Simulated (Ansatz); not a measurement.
# ZnO: the cost of one run

Computed with Ansatz 0.2.0 (DFT PBE, scalar-relativistic, plane waves, PAW, and further levels as typed in the inputs, unless a step's input says otherwise).

## (1) The starting structure

The structure is hexagonal, space group P6_3mc (No. 186). Conventional cell: a = 3.250 Å, b = 3.250 Å, c = 5.207 Å, α = 90.00°, β = 90.00°, γ = 120.00°. Zn (site symmetry 3m) has 4 O at 1.97 to 1.99 Å as nearest neighbours. Around O (site symmetry 3m) lie 4 Zn at 1.97 to 1.99 Å.

Structure file:

```
CELL_PARAMETERS angstrom
3.25000 0.00000 0.00000
-1.62500 2.81458 0.00000
0.00000 0.00000 5.20700
ATOMIC_POSITIONS crystal
Zn 0.33333 0.66667 0.00000
Zn 0.66667 0.33333 0.50000
O 0.33333 0.66667 0.38200
O 0.66667 0.33333 0.88200
```

## (2) Relaxing the atoms: ZnO, no spin

The input, input.yaml:

```yaml
crystal:
  lattice:
    - [3.25, 0.0, 0.0]
    - [-1.625, 2.81458256, 0.0]
    - [0.0, 0.0, 5.207]
  atoms:
    - { symbol: Zn, position: [0.3333333333, 0.6666666667, 0.0] }
    - { symbol: Zn, position: [0.6666666667, 0.3333333333, 0.5] }
    - { symbol: O, position: [0.3333333333, 0.6666666667, 0.382] }
    - { symbol: O, position: [0.6666666667, 0.3333333333, 0.882] }
scf:
  occupations: { method: gaussian, width: 0.05 }
output:
  forces: true
  stress: true
hamiltonian:
  xc: pbe
kpoints:
  mp_grid: { grid: [8, 8, 5] }
relax:
  f_tol: 0.003
```

On the command line:

```console
> ansatz run input.yaml --threads 8 --pin off --max-ram 16384MiB --backend cpu --events-out ev --progress --plain --runs-dir out
```

**Question.** How long does this run take on 8 threads of Arm Neoverse V1, shared host, and how much memory does it need?

About 2.1 s, with a peak of 0.4 GiB.
